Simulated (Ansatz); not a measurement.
# Sn3Se2S: the cost of one run

Computed with Ansatz 0.2.0 (DFT PBE, scalar-relativistic, plane waves, PAW, unless a step's input says otherwise).

1 further run of the same task is left out (set aside as unsound or not needed).

## 1. The starting structure

The structure is orthorhombic, space group Cmcm (No. 63). Conventional cell: a = 4.233 Å, b = 11.983 Å, c = 12.728 Å, α = 90.00°, β = 90.00°, γ = 90.00°. Sn (site symmetry m) is surrounded by 3 Se at 2.74 to 3.04 Å and 2 S at 2.95 Å. Sn (site symmetry m2m) is surrounded by 1 S at 2.60 Å and 4 Se at 3.03 Å. Se (site symmetry m) is surrounded by 5 Sn at 2.74 to 3.04 Å. S (site symmetry m2m) has 5 Sn at 2.60 to 2.95 Å as nearest neighbours.

Coordinates:

```
Sn Se S
1.0
     2.11628   -5.99169    0.00000
     2.11628    5.99169    0.00000
     0.00000    0.00000   12.72812
Sn Se S
6 4 2
Direct
  0.36787 0.63213 0.90897
  0.37572 0.62428 0.25000
  0.36787 0.63213 0.59103
  0.63213 0.36787 0.09103
  0.63213 0.36787 0.40897
  0.62428 0.37572 0.75000
  0.13956 0.86044 0.91943
  0.13956 0.86044 0.58057
  0.86044 0.13956 0.08057
  0.86044 0.13956 0.41943
  0.15878 0.84122 0.25000
  0.84122 0.15878 0.75000
```

It is the end of an earlier relaxation with the same method, from a generated guess; it needn't be the stable form of this composition. At a tolerance of 0.02 Å it has space group Cmcm (No. 63); it has 26.90 Å³/atom, an uncorrected energy of -0.43 eV/atom over the elements.

## 2. Bands, states and charges

input.yaml reads:

```yaml
crystal:
  lattice:
    - [2.1162780561, -5.9916931695, 0.0]
    - [2.1162780561, 5.9916931695, 0.0]
    - [0.0, 0.0, 12.7281189946]
  atoms:
    - { symbol: Sn, position: [0.3678718913, 0.6321281087, 0.9089661303] }
    - { symbol: Sn, position: [0.3757161925, 0.6242838075, 0.25] }
    - { symbol: Sn, position: [0.3678718913, 0.6321281087, 0.5910338697] }
    - { symbol: Sn, position: [0.6321281087, 0.3678718913, 0.0910338697] }
    - { symbol: Sn, position: [0.6321281087, 0.3678718913, 0.4089661303] }
    - { symbol: Sn, position: [0.6242838075, 0.3757161925, 0.75] }
    - { symbol: Se, position: [0.1395570588, 0.8604429412, 0.9194283103] }
    - { symbol: Se, position: [0.1395570588, 0.8604429412, 0.5805716897] }
    - { symbol: Se, position: [0.8604429412, 0.1395570588, 0.0805716897] }
    - { symbol: Se, position: [0.8604429412, 0.1395570588, 0.4194283103] }
    - { symbol: S, position: [0.158779557, 0.841220443, 0.25] }
    - { symbol: S, position: [0.841220443, 0.158779557, 0.75] }
basis:
  ecutwfc: 420
kpoints:
  mp_grid: { grid: [10, 10, 4] }
  band_path:
    path:
      - [[0.0, 0.0, 0.0], [-0.5, 0.5, 0.0], [-0.28118791, 0.71881209, 0.0]]
      - [[0.28118791, 0.28118791, 0.0], [0.0, 0.0, 0.0], [0.0, 0.0, 0.5], [0.28118791, 0.28118791, 0.5]]
      - [[-0.28118791, 0.71881209, 0.5], [-0.5, 0.5, 0.5], [-0.5, 0.5, 0.0]]
      - [[0.0, 0.0, 0.0], [0.0, 0.5, 0.0], [0.0, 0.5, 0.5], [0.0, 0.0, 0.5], [-0.5, 0.5, 0.5]]
    npoints: 10
hamiltonian:
  xc: pbe
scf:
  occupations: { method: gaussian, width: 0.02 }
  n_extra_bands: 30
output:
  forces: true
  stress: true
  eigenvalues: true
  populations: true
  dos: { projected: true, de: 0.02, nscf_kmesh: { grid: [12, 12, 5] } }
  bader: false
  write_density: true
  write_potential: true
  elf: true
  volumetric_format: npy
```

On the command line:

```sh
$ ansatz run input.yaml --threads 1 --pin off --max-ram 2560MiB --backend cpu --events-out ev --progress --plain --runs-dir out
```

**Question.** How long does this run take on 1 thread of Arm Neoverse V2, shared host, and how much memory does it need?

About 9.8 min, with a peak of 2.1 GiB.
